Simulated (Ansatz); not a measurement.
# BrCl (bromine chloride): SVWN5/def2-TZVPPD

Aim: the vertical electron affinity of BrCl (bromine chloride) at SVWN5/def2-TZVPPD, from 2 runs. 

The calculation is run with Ansatz 0.2.0.

35 further runs of the same task are left out: 35 set aside as unsound or not needed.

## 1. The system as given

The species is BrCl (2 atoms), meant as a singlet with charge 0. SMILES: `ClBr`. The bond length is the measured one.

Bond lengths: Cl1–Br2 2.136 Å.

## 2. A single-point energy at SVWN5/def2-TZVPPD

molecule.yaml reads:

```yaml
crystal:
  periodic: [false, false, false]
  atoms:
    - symbol: Cl
      position_ang: [0.000000, 0.000000, 0.000000]
    - symbol: Br
      position_ang: [0.000000, 0.000000, 2.136065]
basis:
  gaussian: {orbitals: def2-TZVPPD.json}
hamiltonian: {xc: {name: SVWN5}}
accuracy: high
output: {orbitals: {seedname: orbitals}}
```

The basis set def2-TZVPPD is read from a file made from the Basis Set Exchange's data (not shown).

The run is started by

```bash
$ ansatz run molecule.yaml --threads 1 --pin off --max-ram 3480MiB --events-out events.jsonl --progress --plain --runs-dir runs
```

The log of the run:

```text
Warning: RAYON_NUM_THREADS=1 ignored (pool sized by the plan → 1); use --threads N
Functional definition: SVWN5
  name "SVWN5"
  exchange = slater_x
  correlation = vwn5_c
1351 factors; integrals over basis functions are off by at most 4.2e-9 eV
mean field evaluation 1: about -82431.8862 eV, gradient 1.5e1 eV
mean field evaluation 2: about -82431.6847 eV, gradient 1.6e1 eV
mean field evaluation 4: about -82432.1317 eV, gradient 9.7e-1 eV
mean field evaluation 8: about -82432.1343 eV, gradient 1.7e-2 eV
mean field evaluation 16: about -82432.1343 eV, gradient 7.8e-7 eV
mean field -82432.13425073 eV, -3029.3250592071 hartree, gradient 1.5e-8 eV, S^2 0.000000; 0 other end points of the search recorded, 0 dependent functions left out
reference -82432.13425532 eV, -3029.3250593754 hartree; 26, 26 occupied and 82, 82 virtual orbitals, 1351 factors
Total energy: -82432.13425532 eV, -3029.3250593754 hartree
```

Wall time 3 s (1 thread of Arm Neoverse V1, shared host); peak memory 0.2 GiB.

## 3. The doublet anion at the same level

input.yaml reads:

```yaml
crystal:
  periodic: [false, false, false]
  atoms:
    - {symbol: Cl, position_ang: [0.000000, 0.000000, 0.000000]}
    - {symbol: Br, position_ang: [0.000000, 0.000000, 2.136065]}
basis:
  gaussian: {orbitals: def2-TZVPPD.json}
total_charge: -1
magnetization: {spin_polarized: true, initial_magnetization: 1}
hamiltonian: {xc: {name: SVWN5}}
accuracy: high
output: {orbitals: {seedname: orbitals}}
```

The basis set def2-TZVPPD is read from a file made from the Basis Set Exchange's data (not shown).

The run is started by

```bash
$ ansatz run input.yaml --threads 1 --pin off --max-ram 3480MiB --events-out events.jsonl --progress --plain --runs-dir runs
```

The log of the run:

```text
Warning: RAYON_NUM_THREADS=1 ignored (pool sized by the plan → 1); use --threads N
[... 4 set-up lines as earlier in the session ...]
1351 factors; integrals over basis functions are off by at most 4.2e-9 eV
mean field evaluation 1: about -82429.4935 eV, gradient 3.0e1 eV
mean field evaluation 2: about -82424.3895 eV, gradient 4.8e1 eV
mean field evaluation 4: about -82433.4587 eV, gradient 2.5e0 eV
mean field evaluation 8: about -82433.4826 eV, gradient 8.5e-2 eV
mean field evaluation 16: about -82433.4826 eV, gradient 6.3e-6 eV
mean field -82433.48259199 eV, -3029.3746098342 hartree, gradient 7.7e-8 eV, S^2 0.750570; 0 other end points of the search recorded, 0 dependent functions left out
reference -82433.48259437 eV, -3029.3746099216 hartree; 27, 26 occupied and 81, 82 virtual orbitals, 1351 factors
Total energy: -82433.48259437 eV, -3029.3746099216 hartree
```

Run time: 4.2 s. Hardware: 1 thread of Arm Neoverse V1, shared host; peak memory 0.22 GiB.

## 4. Summary of results

At SVWN5/def2-TZVPPD:

```
                                         quantity           value
                       singlet BrCl: total energy  -3029.32506 Eh
                        singlet BrCl: HOMO energy        -7.19 eV
                        singlet BrCl: LUMO energy        -4.64 eV
                      singlet BrCl: HOMO–LUMO gap         2.56 eV
                      doublet anion: total energy  -3029.37461 Eh
doublet anion: HOMO energy (highest over α and β)         1.59 eV
 doublet anion: LUMO energy (lowest over α and β)         2.14 eV
                              doublet anion: ⟨S²⟩           0.751
vertical electron affinity (to the doublet anion)        1.348 eV
```

What this shows: At fixed nuclei the extra electron is bound by 1.35 eV (31 kcal/mol). The HOMO (doublet anion) lies at positive energy, 1.59 eV, as semi-local functionals often give for anions; only total energies tell whether the electron is bound.
